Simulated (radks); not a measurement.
**Ionisation of Cu: one atom, several choices of exchange strength α**

One table from this session's results is given with a row withheld; the runs are named, their logs left out.

Method: scalar-relativistic Kohn-Sham, spin-polarised, spherical densities, point nucleus; open shells are filled with parallel spins first. Code: radks (a radial shooting solver on a logarithmic mesh, Libxc functionals) version 1.

## Starting point

```
element       : copper (Z = 29)
charge        : 0
electrons     : 29
configuration : [Ar] 3d10 4s1
ion           : Cu⁺, [Ar] 3d10
choices       : α = 0.582; α = 0.609; α = 0.667; α = 0.763; α = 0.809; α = 0.975; α = 1.008
```

The outer shells:

Cu
```
[Ar] core
3d [↑↓][↑↓][↑↓][↑↓][↑↓]
4s [↑ ]
```

Cu⁺
```
[Ar] core
3d [↑↓][↑↓][↑↓][↑↓][↑↓]
```

Set-up of the first run:

The run's settings:

```text
Z 29
configuration [Ar] 3d10 4s1
relativity scalar-relativistic
functional xalpha 0.582
spin polarised
nucleus point
c 137.035999084
```

Among the steps run: α = 0.582: Cu.

One of the session's tables, all rows but one given; the rest of the session is left out.

It belongs to the step «α = 0.582: Cu». From the orbitals of this run (lengths in bohr):

```
  level     <r>  outermost maximum (interpolated)  90 % within  nodes
3s down  0.7152                             0.615         1.08      2
  3s up       ?                                 ?            ?      ?
3p down  0.7529                             0.621         1.17      1
  3p up  0.7539                             0.621         1.17      1
  4s up   3.016                              2.32         4.74      3
  3d up   1.113                             0.603         2.07      0
3d down   1.063                             0.602         1.94      0
4s down   3.063                              2.28         4.89      3
```

Estimate the missing values for 3s up.

The run gave: <r>: 0.7156; outermost maximum (interpolated): 0.615; 90 % within: 1.08; nodes: 2. In the column «<r>» it lies between 3s down (0.7152) and 3p down (0.7529).
